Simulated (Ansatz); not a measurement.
# ClH₂LiOSn (SMILES [Li][O][SnH2][Cl]): functionals against CCSD(T) at one geometry

One table from this session's results is given with a row withheld; the runs are named, their logs left out.

Computed with Ansatz 0.2.0, Gaussian basis. Level: single points in def2-TZVPP.

Cores are frozen in the correlated methods. Filled d shells of the heavier atoms are correlated. Core potentials replace the inner electrons past krypton, and spin-orbit coupling is left out. The outer core shell of Li, Na, Mg and K is correlated.

## Starting geometry

6 atoms, charge 0, spin multiplicity 1.

Atoms are counted from 1 here; the program's logs count them from 0.

Bond lengths: Li1–O2 1.631 Å, O2–Sn3 1.987 Å, Sn3–Cl4 2.478 Å, Sn3–H5 1.496 Å, Sn3–H6 1.870 Å. Angles: Li1–O2–Sn3 154.4°, O2–Sn3–Cl4 104.7°, O2–Sn3–H5 114.7°, O2–Sn3–H6 103.7°, Cl4–Sn3–H5 103.3°, Cl4–Sn3–H6 102.6°, H5–Sn3–H6 125.4°.

Geometry (Å):

```xyz
6
ClH2LiOSn
Li    0.5122   -2.7453    0.5919
O     0.6553   -1.1223    0.5268
Sn    0.1655    0.6953   -0.1092
Cl   -1.9859    0.3883   -1.2996
H     1.0666    1.2515   -1.1659
H    -0.3545    1.5853    1.4515
```

The first run:

File run/in.yaml:

```yaml
crystal:
  periodic: [false, false, false]
  atoms:
    - {symbol: Li, position_ang: [0.512200, -2.745300, 0.591900]}
    - {symbol: O, position_ang: [0.655300, -1.122300, 0.526800]}
    - {symbol: Sn, position_ang: [0.165500, 0.695300, -0.109200]}
    - {symbol: Cl, position_ang: [-1.985900, 0.388300, -1.299600]}
    - {symbol: H, position_ang: [1.066600, 1.251500, -1.165900]}
    - {symbol: H, position_ang: [-0.354500, 1.585300, 1.451500]}
basis:
  gaussian: {orbitals: def2-TZVPP}
correlation: {method: ccsd_t}
output: {forces: true}
```

No record of the launch command was kept for these runs.

Steps of the session up to this table: CCSD(T)/def2-TZVPP; PBE0-D4/def2-TZVPP; wB97M-V/def2-TZVPP; r2SCAN-D4/def2-TZVPP; PBE-D4/def2-TZVPP; BLYP-D4/def2-TZVPP; BHLYP-D4/def2-TZVPP.

One of the session's tables, all rows but one given; the rest of the session is left out.

| method | RMS force component (eV/Å) | angle to CCSD(T) forces (°) | dipole (D) |
| --- | --- | --- | --- |
| CCSD(T) | 2.057 | reference | 6.39 |
| PBE0-D4 | 2.064 | 2.2 | 6.31 |
| wB97M-V | 2.060 | 1.2 | 6.22 |
| r2SCAN-D4 | 2.025 | 2.2 | 6.45 |
| PBE-D4 | 1.953 | 6.4 | 6.29 |
| BLYP-D4 | 1.909 | 9.5 | 6.22 |
| BHLYP-D4 | ? | ? | ? |

Q: Estimate the row for BHLYP-D4 from the others.

The run gave: RMS force component (eV/Å): 2.121; angle to CCSD(T) forces (°): 3.0; dipole (D): 6.23. In the column «RMS force component (eV/Å)» it is the highest.
